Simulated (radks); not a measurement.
# Ionisation of Al³⁺: one atom, several choices of functional

The task here is to estimate one member of a computed series from the others.

Method: scalar-relativistic Kohn-Sham, spin-polarised, spherical densities, finite nucleus; open shells are filled with parallel spins first. Code: radks (a radial shooting solver on a logarithmic mesh, Libxc functionals) version 1.

2 further runs of the same task are left out: 1 that didn't finish, 1 set aside as unsound or not needed.

**The atom as given**

```
element       : aluminium (Z = 13)
charge        : +3
electrons     : 10
configuration : [Ne]
ion           : Al⁴⁺, [He] 2s2 2p5
choices       : AM05; B86b exchange with PBE correlation; Wu-Cohen GGA; BP86; XLYP; revPBE; exchange-only LDA; BLYP; exchange-only B88; SOGGA
```

The outer shells:

Al³⁺
```
[He] core
2s [↑↓]
2p [↑↓][↑↓][↑↓]
```

Al⁴⁺
```
[He] core
2s [↑↓]
2p [↑↓][↑↓][↑ ]
```

Set-up of the first run:

The run's settings:

```text
Z 13
configuration [Ne]
relativity scalar-relativistic
functional am05,am05
spin polarised
nucleus finite rms 3.061 fm
c 137.035999084
```

Among the steps run: AM05: Al³⁺; AM05: Al⁴⁺; B86b exchange with PBE correlation: Al³⁺; B86b exchange with PBE correlation: Al⁴⁺; Wu-Cohen GGA: Al³⁺; Wu-Cohen GGA: Al⁴⁺; BP86: Al³⁺; BP86: Al⁴⁺; XLYP: Al³⁺; XLYP: Al⁴⁺; revPBE: Al³⁺; revPBE: Al⁴⁺; exchange-only LDA: Al³⁺; exchange-only LDA: Al⁴⁺; BLYP: Al³⁺; BLYP: Al⁴⁺; exchange-only B88: Al³⁺; exchange-only B88: Al⁴⁺; SOGGA: Al³⁺; SOGGA: Al⁴⁺.

One table of the session follows, with a row left open; its other results are not shown here.

```
                        functional  E(Al³⁺) (hartree)  Δ-SCF (eV)  −ε(HOMO) (eV)  <r> HOMO (bohr)
                              AM05         -239.92805      120.11         103.94           0.5975
B86b exchange with PBE correlation         -240.83777      120.43         104.22           0.5972
                      Wu-Cohen GGA         -240.52019      120.35         104.15           0.5969
                              BP86         -240.87785      120.47         104.24           0.5966
                              XLYP         -240.95903      120.45         104.25           0.5975
                            revPBE         -240.81448      120.27         104.07           0.5973
                 exchange-only LDA         -238.94607      118.23         102.16           0.5990
                              BLYP                  ?           ?              ?                ?
                 exchange-only B88         -240.44628      119.03         102.89           0.5977
                             SOGGA         -240.16667      119.99         103.82           0.5976
```

**Question.** Estimate the row for BLYP.

As computed: E(Al³⁺) (hartree): -240.86762; Δ-SCF (eV): 120.38; −ε(HOMO) (eV): 104.18; <r> HOMO (bohr): 0.5975. In the column «E(Al³⁺) (hartree)» it lies between BP86 (-240.87785) and B86b exchange with PBE correlation (-240.83777).

Open shells are spherical and high-spin; term and fine-structure splittings are not resolved.
